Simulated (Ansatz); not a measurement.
Crystal: BiS.

```
Bi S
1.0
     2.10927    1.21779    3.50049
    -2.10927    1.21779    3.50049
     0.00000   -2.43558    3.50049
Bi S
1 1
Direct
  0.00000 0.00000 0.00000
  0.50000 0.50000 0.50000
```

The cell was built by a generator and needn't be a form met in nature.

```yaml
Program: Ansatz 0.2.0
Task: relaxation of cell and atoms
Functional: PBE0
Potentials_or_basis: Ansatz PAW
Cutoff: "420 eV (not typed: the program's choice for these potentials)"
k_mesh: 4 × 4 × 4
Occupations: fermi-dirac, width 0.05 eV
Spin: no spin polarisation
```

At the start: volume 26.97 Å³/atom.

Question: Where does the relaxation end?

Answer: It ends after 5 steps and the volume is 25.59 Å³/atom (-5.1 %); space group R-3m (No. 166, to 0.05 Å).

Step by step:
```
step  energy change (eV)  largest force (eV/Å)  volume (Å³)
   1              0.0000                0.0000        53.95
   2             -0.0094                0.0000        49.00
   3             -0.0315                0.0000        51.36
   4             -0.0317                0.0000        51.17
   5             -0.0312                0.0000        51.17
```

Final structure:
```yaml
crystal:
  lattice:
    - [2.06806, 1.19399, 3.45407]
    - [-2.06806, 1.19399, 3.45407]
    - [0.00000, -2.38799, 3.45407]
  atoms:
    - { symbol: Bi, position: [0.00000, 0.00000, 0.00000] }
    - { symbol: S, position: [0.50000, 0.50000, 0.50000] }
```

Caveat: the k mesh is coarse (spacing up to 0.46 Å⁻¹), so the values aren't converged, least of all with exact exchange; the plane-wave basis is chosen anew once the cell has moved, so the energies of steps on either side of that aren't comparable; the PAW data sets come from PBE, with cores solved anew for the run's functional, which leaves a small shift of forces and pressure.
